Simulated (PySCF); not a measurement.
**InGe (quartet) with other numerical set-ups**

Which parts of the numerical set-up matter for InGe (quartet)? Each run edits the base script.

The runs use PySCF 2.14.0; each script names its method and basis.

**1. The starting structure**

InGe (quartet): 2 atoms, charge 0, spin multiplicity 4.

Bond lengths: In1–Ge2 2.422 Å.

**2. The run that the others are compared with**

File input.py:

```python
from pyscf import gto, scf

mol = gto.M(
    atom='In 0 0 0; Ge 0 0 2.422',
    basis='3-21g',
    charge=0,
    spin=3,
    verbose=4,
)
mf = scf.UHF(mol)
mf.kernel()
mf.nuc_grad_method().kernel()
mf.dip_moment()
print('orbital energies (hartree):', [e[max(0, n-3):n+3].round(4) for e, n in zip(mf.mo_energy, mol.nelec)])
```

The run is started by

```bash
> python input.py
```

Its log is not repeated here.

It gives: E(SCF) = -7780.047097 Eh, 11 cycles, ⟨S²⟩ = 3.768, μ = 1.74 D, gradient on the second atom -0.0625 Eh/bohr.

No relativity is included for the heavy element. The bond length is a typed value, not an optimised one. The quartet is typed in the script; nothing here shows that it is the ground state.

**3. X2c-svpall (X2C on)**

Edit 1 changes basis set: 3-21g → x2c-svpall; spin-free X2C: off → on.

File input.py:

```python
from pyscf import gto, scf

mol = gto.M(
    atom='In 0 0 0; Ge 0 0 2.422',
    basis='x2c-svpall',
    charge=0,
    spin=3,
    verbose=4,
)
mf = scf.UHF(mol)
mf = mf.sfx2c1e()
mf.kernel()
mf.nuc_grad_method().kernel()
mf.dip_moment()
print('orbital energies (hartree):', [e[max(0, n-3):n+3].round(4) for e, n in zip(mf.mo_energy, mol.nelec)])
```

The run is started by

```bash
> python input.py
```

**4. Density fitting weigend**

Edit 2 changes density fitting: none → weigend.

input.py, as its differences from that of step 2:

```diff
@@ -10,2 +10,3 @@
 mf = scf.UHF(mol)
+mf = mf.density_fit(auxbasis='weigend')
 mf.kernel()
```

**5. Cartesian functions on**

Edit 3 changes Cartesian functions: off → on.

input.py, as its differences from that of step 2:

```diff
@@ -7,2 +7,3 @@
     spin=3,
+    cart=True,
     verbose=4,
```

Q: Predict the outcome of this session. Wanted: for each run, E(SCF); from base; gap, α spin; SCF dipole.

The runs gave:

| run | E(SCF) (hartree) | from base (eV) | cycles | gap, α spin (eV) | SCF dipole (D) | functions |
| --- | --- | --- | --- | --- | --- | --- |
| base | -7780.047097 | 0 | 11 | 8.01 | 1.74 | 53 |
| x2c-svpall (X2C on) | -7974.459761 | not comparable | 12 | 8.42 | 1.71 | 68 |
| density fitting weigend (poor choice) | -7835.868959 | not comparable | 12 | 7.88 | 1.61 | 53 |
| Cartesian functions on | -7780.423447 | -10.2410 | 12 | 8.01 | 1.74 | 56 |

What this shows: The dearest run is “x2c-svpall (X2C on)”, at 11 s against 2.9 s. Rows marked «poor choice» come from settings spoiled on purpose.
